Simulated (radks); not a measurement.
**Ionising terbium step by step, Tb to Tb³⁺**

One table from this session's results is given with a row withheld; the runs are named, their logs left out.

Program: radks (a radial shooting solver on a logarithmic mesh, Libxc functionals) version 1. Level of theory: Dirac Kohn-Sham, LDA (Slater exchange, Perdew-Wang correlation), spin-unpolarised, spherical densities, point nucleus; open shells are shared between the two j in proportion to 2j + 1. These are calculated values, not measurements, unless marked.

### What is computed

* element: terbium (Z = 65)
* charges: 0 to 3
* first configuration: [Xe] 4f9 6s2
* last configuration: [Xe] 4f8

Outer shells as boxes (Hund's rule):

Tb
```
[Xe] core
4f [↑↓][↑↓][↑ ][↑ ][↑ ][↑ ][↑ ]
6s [↑↓]
```

Tb³⁺
```
[Xe] core
4f [↑↓][↑ ][↑ ][↑ ][↑ ][↑ ][↑ ]
```

The first run:

The run's settings:

```text
Z 65
configuration [Xe] 4f9 6s2
relativity Dirac
functional lda,pw
spin unpolarised
j_filling average
nucleus point
c 137.035999084
```

Among the steps run: Tb, [Xe] 4f9 6s2.

One table of the session follows, with a row left open; its other results are not shown here.

It belongs to the step «Tb, [Xe] 4f9 6s2». Radial moments (bohr):

```
level     <r>  outermost maximum (interpolated)  90 % within  nodes
4d3/2  0.6179                             0.542        0.930      1
4d5/2  0.6287                             0.551        0.946      1
5s1/2   1.327                              1.18         1.92      4
5p1/2   1.502                              1.29         2.22      3
5p3/2   1.610                              1.38         2.38      3
6s1/2       ?                                 ?            ?      ?
4f5/2  0.8979                             0.552         1.58      0
4f7/2  0.9205                             0.557         1.62      0
```

Estimate the missing values for 6s1/2.

**Answer.** <r>: 4.107; outermost maximum (interpolated): 3.45; 90 % within: 6.10; nodes: 5. In the column «<r>» it is the highest.

To keep in mind: Spin polarisation and multiplet splitting are left out, so open shells lie too high by an amount that depends on their filling.
